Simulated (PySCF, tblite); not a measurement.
# C₄H₈FO₂ radical: geometry, infrared bands and EPR parameters

What infrared bands and EPR parameters should C₄H₈FO₂ radical (`[CH2]O[C@H](F)OCC`) show?

The runs use tblite 0.8.0 and PySCF 2.14.0, with density-fitted response routines of our own; the level of theory stands in each step. All values are computed, except where a source is named. Atoms are numbered from 0 throughout.

### 1 The molecule as given

15 atoms, charge 0, multiplicity 2; geometry from: force field or distance geometry start.

Bonds of the start (Å): C0–O1 1.38, O1–C2 1.40, C2–F3 1.41, C2–O4 1.39, O4–C5 1.38, C5–C6 1.50, C0–H7 1.09, C0–H8 1.13, C2–H9 1.09, C5–H10 1.13, C5–H11 1.11, C6–H12 1.12, C6–H13 1.13, C6–H14 1.10.

### 2 Optimising the geometry with GFN2-xTB

Job settings and geometry (Å):

```
{"job": {"kind": "relax", "xc": "GFN2-xTB", "basis": "xTB"}, "charge": 0, "multiplicity": 2}
C      2.659300    -0.306500    -0.310800
O      1.843500     0.374500     0.575100
C      0.615400     0.724600     0.010300
F      0.473200     2.127800     0.016300
O     -0.349800     0.229200     0.874900
C     -1.223100    -0.618400     0.223000
C     -1.914300     0.119500    -0.878400
H      3.682000     0.069800    -0.400000
H      2.657200    -1.378100     0.035200
H      0.541500     0.393300    -1.022600
H     -0.706200    -1.522600    -0.207900
H     -1.910000    -1.036900     0.988000
H     -2.155800     1.167900    -0.576500
H     -2.905000    -0.387200    -1.056000
H     -1.312200     0.051100    -1.798000
```

The run is started by

```bash
> OMP_NUM_THREADS=1 python probes_run.py task.json out
```

This one command runs all jobs of the session in turn.

**Question.** This job is followed by: GFN2-xTB harmonic vibrations, gas phase; UKS B3LYP, pcH-1 on C F H O, non-relativistic, mean-field spin-orbit, GIAO. What will the session give for the following? strongest single infrared mode (GFN2-xTB); zero-point energy (GFN2-xTB); g(iso) (B3LYP); ⟨S²⟩; largest a(iso) (averaged by class); potential on the surface of density 0.002 e/bohr³, 1st and 99th percentile.

As calculated:

| quantity | value |
| --- | --- |
| strongest single infrared mode (GFN2-xTB) | 1138 cm⁻¹, 186 km/mol |
| zero-point energy (GFN2-xTB) | 72.3 kcal/mol |
| g(iso) (B3LYP) | 2.00320 |
| ⟨S²⟩ | 0.753 (exact 0.75) |
| largest a(iso) (averaged by class) | 13C on C0, 132.2 MHz |
| potential on the surface of density 0.002 e/bohr³, 1st and 99th percentile | -1.34 V and 1.22 V |

What this shows: Relaxing lowered the energy by 0.973 eV in 116 steps; the close pair that moved most is C0–H8, from 1.126 to 1.074 Å. No mode is imaginary among the 39: a minimum at this level. The strongest single mode, at 1138 cm⁻¹, is carried by C2, O1, H8. Unscaled tight-binding wavenumbers are off by several per cent, some by more. Its intensities can rank the bands wrongly. C0 carries the largest spin population, 0.97 e. The isotropic g lies 0.9 ppt above the free-electron value. These values are for one conformer; the search (at its own cheap level) found 1 more, at 0.53 kcal/mol, and measured spectra average over such forms.
